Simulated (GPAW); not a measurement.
## CuNi3: band structure with LDA

The system is CuNi3.

```xyz
4
Lattice="-1.7562 1.7562 3.4692 1.7562 -1.7562 3.4692 1.7562 1.7562 -3.4692" Properties=species:S:1:pos:R:3 pbc="T T T"
Cu    0.0000    0.0000    0.0000
Ni    0.0000    0.0000    3.4692
Ni    1.7562    0.0000    1.7346
Ni    0.0000    1.7562    1.7346
```

The cell comes from a database or a generator and needn't be the stable form of this composition.

```yaml
Program: GPAW 26.7.0
Task: band structure
Functional: LDA
Potentials_or_basis: the program's PAW data sets (release 1.2.1) made for this functional
Cutoff: 600 eV
Basis: pw
k_mesh: 7 × 7 × 7
Occupations: fermi-dirac, width 0.05 eV
Spin: collinear spin, ferromagnetic start
Starting_moments: "[0.6, 1.0, 1.0, 1.0] μB"
Maxiter: 150
Band_path: GXYSGZS1NPY1Z,XP
Band_points: 80
```

The pressure is -8.2 GPa, the band gap along the path is none (metal or under the smearing width) and the net moment is 1.33 μB per cell. The site moments are Cu +0.00; Ni +0.48, +0.46 μB.

Stress tensor (GPa, compression positive):
```
-8.55  0.00  0.00
 0.00 -8.55  0.00
 0.00  0.00 -7.48
```

Levels at the corners of the path, in eV from the Fermi level:
Spin up:
| point | band 26 | band 27 | band 28 | band 29 | band 30 | band 31 | band 32 | band 33 | band 34 | band 35 |
| --- | --- | --- | --- | --- | --- | --- | --- | --- | --- | --- |
| Γ | -0.60 | -0.43 | -0.35 | -0.35 | -0.12 | 2.38 | 7.65 | 7.65 | 7.66 | 7.66 |
| X | -0.69 | -0.60 | -0.55 | -0.50 | -0.41 | -0.36 | 0.71 | 1.19 | 5.59 | 5.71 |
| Y | -1.25 | -0.96 | -0.53 | -0.46 | -0.23 | -0.15 | 0.85 | 1.28 | 7.23 | 7.40 |
| S | -1.16 | -1.04 | -1.01 | -0.77 | -0.31 | 0.19 | 0.25 | 5.69 | 9.61 | 9.78 |
| Γ | -0.60 | -0.43 | -0.35 | -0.35 | -0.12 | 2.38 | 7.65 | 7.65 | 7.66 | 7.66 |
| Z | -0.62 | -0.58 | -0.32 | -0.30 | -0.30 | -0.13 | 2.10 | 2.10 | 9.07 | 9.14 |
| S1 | -1.16 | -1.04 | -1.01 | -0.77 | -0.31 | 0.19 | 0.25 | 5.69 | 9.61 | 9.78 |
| N | -1.22 | -1.17 | -0.98 | -0.64 | -0.52 | -0.17 | 3.77 | 4.06 | 8.65 | 8.68 |
| P | -0.85 | -0.85 | -0.83 | -0.56 | 0.42 | 0.55 | 0.88 | 0.88 | 7.42 | 7.57 |
| Y1 | -1.25 | -0.96 | -0.53 | -0.46 | -0.23 | -0.15 | 0.85 | 1.28 | 7.23 | 7.40 |
| Z | -0.62 | -0.58 | -0.32 | -0.30 | -0.30 | -0.13 | 2.10 | 2.10 | 9.07 | 9.14 |
| X | -0.69 | -0.60 | -0.55 | -0.50 | -0.41 | -0.36 | 0.71 | 1.19 | 5.59 | 5.71 |
| P | -0.85 | -0.85 | -0.83 | -0.56 | 0.42 | 0.55 | 0.88 | 0.88 | 7.42 | 7.57 |
Spin down:
```csv
point,band 25,band 26,band 27,band 28,band 29,band 30,band 31,band 32,band 33,band 34
Γ,-0.61,-0.30,-0.03,0.13,0.13,0.46,2.40,7.77,7.77,7.80
X,-0.60,-0.58,-0.50,-0.36,-0.13,0.08,0.16,0.93,1.61,5.82
Y,-1.03,-0.89,-0.52,-0.07,0.03,0.07,0.28,1.06,1.68,7.39
S,-0.98,-0.75,-0.64,-0.54,-0.41,0.21,0.60,0.67,5.82,9.75
Γ,-0.61,-0.30,-0.03,0.13,0.13,0.46,2.40,7.77,7.77,7.80
Z,-0.34,-0.23,-0.20,0.16,0.22,0.22,0.46,2.11,2.11,9.23
S1,-0.98,-0.75,-0.64,-0.54,-0.41,0.21,0.60,0.67,5.82,9.75
N,-0.81,-0.81,-0.74,-0.62,-0.34,0.04,0.31,3.92,4.31,8.76
P,-1.60,-0.43,-0.43,-0.37,-0.04,0.59,0.77,1.27,1.27,7.59
Y1,-1.03,-0.89,-0.52,-0.07,0.03,0.07,0.28,1.06,1.68,7.39
Z,-0.34,-0.23,-0.20,0.16,0.22,0.22,0.46,2.11,2.11,9.23
X,-0.60,-0.58,-0.50,-0.36,-0.13,0.08,0.16,0.93,1.61,5.82
P,-1.60,-0.43,-0.43,-0.37,-0.04,0.59,0.77,1.27,1.27,7.59
```

It took 7.2 min on 1 thread of Arm Neoverse V1, on a shared host, peak memory 0.61 GiB.

Caveat: the k mesh is coarse (spacing up to 0.36 Å⁻¹), so the values aren't converged; with this Cu data set, volumes or pressures lay over 1.5 % or 2 GPa off other programs in two to four cells of ten; the stock nickel data set gives pressures a few GPa off other programs.
